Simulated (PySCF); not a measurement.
**A diatomic session: Cs₂**

Aim: find the lowest electronic state of Cs₂, scan its bond at several levels of theory, and get bond length, wavenumber and dissociation energy from each curve.

The runs use PySCF 2.14.0; Cs def2-TZVPP with ECP46, scalar-relativistic core potentials.

### 1 Set-up

The job is set up so:

```json
{"atoms": "Cs, Cs", "charge": "0", "basis": "Cs def2-TZVPP with ECP46", "Hamiltonian": "scalar-relativistic core potentials", "basis functions": "72", "electrons treated": "18", "masses in u": "132.9054, 132.9054", "levels": "PBE0, PBE, r²SCAN, TPSSh, MN15, M06-2X, BHandHLYP, LC-ωPBE, HF, MP2, SCS-MP2, CCSD, CCSD(T)", "grid": "80 radial by 434 angular points", "occupations": "held fixed by the projection of orbital angular momentum", "dissociation limit": "Cs + Cs, each in its ground configuration", "starting distance in angstrom": "4.410", "values of 2S to try": "0, 2"}
```

Started as:

```console
$ OMP_NUM_THREADS=1 python dia.py task.json out
```

The runs that follow: The PBE0 curve of the state that the search chose; Higher solutions at PBE0; PBE; r²SCAN; TPSSh (hybrid meta-GGA); MN15 (hybrid meta-GGA); M06-2X (hybrid meta-GGA); BHandHLYP (global hybrid GGA); LC-ωPBE; RHF; Correlated methods on the Hartree–Fock reference.

Q: Predict the outcome of this session. Wanted: for each run, Re; ωe; De.

As calculated:

Lowest PBE0 solution found, without spin–orbit coupling: ¹Σg⁺ (singlet), closed shell. State 2 has its PBE0 minimum 0.39 eV higher. State 3 has its PBE0 minimum 0.94 eV higher. State 4 has its PBE0 minimum 1.18 eV higher, as a spin-mixed determinant (⟨S²⟩ = 1.00), so this is no gap between pure states. The other levels ran on the lowest alone.

```
      level  Re (Å)  ωe (cm⁻¹)  De (eV)
        RHF   5.051       37.5   -0.170
    RHF-MP2   4.616       44.0    0.265
RHF-SCS-MP2   4.686       42.5    0.304
   RHF-CCSD   4.757       40.4    0.296
RHF-CCSD(T)   4.758       39.0    0.364
        PBE   4.743       40.2    0.489
     r²SCAN   4.854       39.5    0.284
      TPSSh   4.866       39.2     0.52
       PBE0   4.764       41.3    0.410
       MN15   4.409       49.2     0.67
  BHandHLYP   4.761       40.9    0.325
     M06-2X   4.505       43.4     0.63
    LC-ωPBE   4.864       42.7    0.269
```

De is counted to Cs + Cs in their ground configurations.

Differences from CCSD(T) in the same basis:

```
      level  Re (mÅ)  ωe (%)
        RHF     +293    -4.0
    RHF-MP2     -142   +12.7
RHF-SCS-MP2      -71    +8.9
   RHF-CCSD       -1    +3.4
        PBE      -14    +2.9
     r²SCAN      +96    +1.3
      TPSSh     +108    +0.4
       PBE0       +7    +5.8
       MN15     -348   +26.0
  BHandHLYP       +3    +4.9
     M06-2X     -253   +11.1
    LC-ωPBE     +107    +9.3
```

What this shows: Judged by CCSD(T) in the same basis: best bond length RHF-CCSD (-1 mÅ), worst MN15 (-348 mÅ); best wavenumber TPSSh (+0.4 %), worst MN15 (+26.0 %). Of the levels with a De here, RHF gives the least (-0.170 eV) and MN15 the most (0.67 eV). Between 5.62 and 6.00 Å the unrestricted PBE0 solution breaks spin symmetry (⟨S²⟩ = 0.39 at the latter), the first sign of the atoms' own spins.

Spin–orbit coupling is left out. A negative De means that the minimum lies above the separated atoms at that level.
